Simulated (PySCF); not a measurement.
# H5SbSi: the cost of one run

Programs: PySCF 2.14.0, with routines of our own; each step states its level. All values are computed. Atoms count from 0.

## 1. The system as given

7 atoms, charge 0, multiplicity 1; geometry from: GFN2-xTB.

## 2. Geometry optimisation at PBE0-D3(BJ)/def2-SVP

The job: settings as JSON, then the geometry in Å.

```
{"job": {"xc": "PBE0", "basis": "def2-SVP", "d3": "d3bj", "grid": 1, "maxiter": 30, "shake": 0.01, "kind": "geom"}, "charge": 0, "multiplicity": 1}
Si    -0.892090    -0.150520    -0.052240
Sb     1.497670     0.040460    -0.803590
H     -1.727640     0.845050    -0.813430
H     -1.383710    -1.453810    -0.393220
H     -1.177270     0.091490     1.352890
H      1.705100     1.454320     0.117220
H      2.011890    -0.856100     0.542430
```

On the command line:

```
$ OMP_NUM_THREADS=1 python heavy_run.py task.json out
```

The driver reads the jobs from task.json and runs them one after another.

Q: Estimate the wall time and peak memory of this first job on 1 thread of Arm Neoverse V1, shared host.

About 8.9 s, with a peak of 0.31 GiB.
